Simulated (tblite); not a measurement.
# C3H10N2OSi2: the cost of one run

Computed with tblite 0.8.0 and PySCF 2.14.0, with density-fitted response routines of our own, on a single molecule in the gas phase. Atoms count from 0, in the outputs and in this text.

### Step 1. The starting structure

18 atoms, charge 0, multiplicity 1; geometry from: force field or distance geometry start.

Bonds of the start (Å): C0–Si1 1.85, Si1–N2 1.81, N2–C3 1.44, C3–Si4 1.88, Si4–N5 1.81, N5–C6 1.42, C6–O7 1.25, N5–Si1 1.80, C0–H8 1.11, C0–H9 1.11, C0–H10 1.11, Si1–H11 1.46, N2–H12 1.02, C3–H13 1.12, C3–H14 1.12, Si4–H15 1.46, Si4–H16 1.45, C6–H17 1.09.

### Step 2. Optimising the geometry with GFN2-xTB

What the job is given:

```
{"job": {"kind": "relax", "xc": "GFN2-xTB", "basis": "xTB"}, "charge": 0, "multiplicity": 1}
C      2.384500     0.586200    -0.356100
Si     0.858900    -0.072000     0.463200
N      0.468300    -1.747900    -0.093500
C     -0.876900    -1.894900     0.401900
Si    -1.858000    -0.430500    -0.240600
N     -0.626200     0.859000     0.065200
C     -0.794300     2.271600     0.003400
O     -1.905700     2.770300    -0.291200
H      2.290200     1.661600    -0.631100
H      3.235900     0.424400     0.338900
H      2.588000     0.015500    -1.285700
H      1.000900    -0.048500     1.918000
H      0.552900    -1.855800    -1.103600
H     -1.361100    -2.854700     0.105800
H     -0.851300    -1.771500     1.513800
H     -2.167500    -0.557100    -1.661800
H     -3.016800    -0.252500     0.610600
H      0.069300     2.903100     0.231100
```

Command:

```
$ OMP_NUM_THREADS=1 python probes_run.py task.json out
```

One launch serves the whole session: the jobs run in the order shown.

**Question.** How long does this first job take on 1 thread of Arm Neoverse V1, shared host, and how much memory does it need?

About 1.1 s, with a peak of 0.18 GiB.
